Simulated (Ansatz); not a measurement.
**CH5ClOSi: one species, many methods**

Aim: compute CH5ClOSi with functionals from several rungs and with coupled cluster. The yardstick is the atomisation energy at the CCSD(T) limit.

Computed with Ansatz 0.2.0, Gaussian basis. Level: functionals in def2-TZVPP, the program's frozen cores in correlated methods.

The runs, in order: LDA (SPW92), PBE-D4, revPBE-D4, BLYP-D4, r2SCAN-D4, B97M-V, PBE0-D4, B3LYP-D4, r2SCANh-D4, r2SCAN0-D4, HSE06-D4, BHLYP-D4, CAM-B3LYP-D4, LC-ωPBE, ωB97X-V, ωB97M-V, B2PLYP, PBE-QIDH; CCSD(T)/def2-SVP; CCSD(T)/def2-TZVPP; MP2/def2-QZVPP; extrapolation to the limit; RPA on PBE.

### Step 1. The relaxed structure

All runs share one geometry, relaxed beforehand with PBE0-D4 in a triple-zeta def2 set.

SMILES `OC([SiH3])Cl`, 9 atoms, charge 0, spin multiplicity 1.

Atoms are counted from 1 here; the program's logs count them from 0.

Bond lengths: O1–C2 1.378 Å, O1–H5 0.963 Å, C2–Si3 1.902 Å, C2–Cl4 1.826 Å, C2–H6 1.094 Å, Si3–H7 1.481 Å, Si3–H8 1.483 Å, Si3–H9 1.486 Å. Angles: C2–O1–H5 109.7°, O1–C2–Si3 109.8°, O1–C2–Cl4 111.8°, O1–C2–H6 112.6°, Si3–C2–Cl4 106.8°, Si3–C2–H6 112.4°, Cl4–C2–H6 103.1°, C2–Si3–H7 108.6°, C2–Si3–H8 107.9°, C2–Si3–H9 108.9°, H7–Si3–H8 111.1°, H7–Si3–H9 110.5°, H8–Si3–H9 109.8°.

### Step 2. LDA

This LDA is Slater exchange with PW92 correlation.

Contents of in.yaml:

```yaml
crystal:
  periodic: [false, false, false]
  atoms:
    - {symbol: O, position_ang: [0.338512, 1.554730, -0.428564]}
    - {symbol: C, position_ang: [-0.474762, 0.481059, -0.135483]}
    - {symbol: Si, position_ang: [0.581901, -0.989971, 0.443696]}
    - {symbol: Cl, position_ang: [-1.404950, -0.083429, -1.601611]}
    - {symbol: H, position_ang: [-0.202273, 2.319660, -0.653474]}
    - {symbol: H, position_ang: [-1.264591, 0.733290, 0.578483]}
    - {symbol: H, position_ang: [1.509723, -1.363903, -0.648264]}
    - {symbol: H, position_ang: [-0.335005, -2.108351, 0.770447]}
    - {symbol: H, position_ang: [1.339946, -0.589487, 1.657569]}
basis:
  gaussian: {orbitals: def2-TZVPP}
hamiltonian: {xc: lda}
output: {orbitals: {seedname: orbitals}}
```

Started as:

```sh
> ansatz run in.yaml --threads 2 --pin off --events-out ev --progress --plain --max-ram 4352MiB
```

After this run come: PBE-D4 (GGA); revPBE-D4 (GGA); BLYP-D4 (GGA); r2SCAN-D4 (meta-GGA); B97M-V (meta-GGA); B3LYP-D4 (hybrid); r2SCANh-D4 (hybrid); r2SCAN0-D4 (hybrid); HSE06-D4 (hybrid); BHLYP-D4 (hybrid); CAM-B3LYP-D4 (range-separated); LC-ωPBE (range-separated); ωB97X-V (range-separated); ωB97M-V (range-separated); B2PLYP (double hybrid); PBE-QIDH (double hybrid); CCSD(T) in def2-SVP; CCSD(T) in def2-TZVPP; MP2 in def2-QZVPP; RPA on PBE orbitals.

Q: Predict the results of all the runs planned. Wanted: atomisation energy, CCSD(T)/CBS; farthest beyond LDA; mean size of error, GGA; mean size of error, meta-GGA; mean size of error, hybrid; mean size of error, range-separated; mean size of error, double hybrid; gap, smallest and largest; T1 diagnostic.

As calculated:

| quantity | value |
| --- | --- |
| atomisation energy, CCSD(T)/CBS | 2941.7 kJ/mol |
| functionals within 14.7 kJ/mol (0.5 %) | r2SCAN-D4, B97M-V, CAM-B3LYP-D4, ωB97X-V, ωB97M-V |
| farthest beyond LDA | BHLYP-D4 (-104.1 kJ/mol) |
| mean size of error, GGA | 30.1 kJ/mol |
| mean size of error, meta-GGA | 2.9 kJ/mol |
| mean size of error, hybrid | 37.8 kJ/mol |
| mean size of error, range-separated | 12.9 kJ/mol |
| mean size of error, double hybrid | 44.4 kJ/mol |
| gap, smallest and largest | 5.74 eV (LDA (SPW92)), 13.16 eV (LC-ωPBE) |
| T1 diagnostic | 0.0113 |
| triples share of the correlation energy | 3.8 % |

LDA overbinds by 434.4 kJ/mol (15 %). PBE-D4 is off by +36.4 kJ/mol. Double hybrids carry the basis error of their MP2 part in triple zeta, and no dispersion term here, so their miss is partly the set-up's. The rungs meta-GGA, range-separated miss on average by less than the doubt on the reference (14.7 kJ/mol), so they tie. The reference freezes the cores and leaves out relativity and excitations past (T), so misses under about 14.7 kJ/mol can't be ranked. Hartree-Fock recovers 71 % of the binding; the rest is correlation. CCSD(T) in def2-SVP is off by -201.7 kJ/mol, worse than the median functional, from the basis alone. Orbital gaps span 5.7 to 13.2 eV; exact exchange widens them.
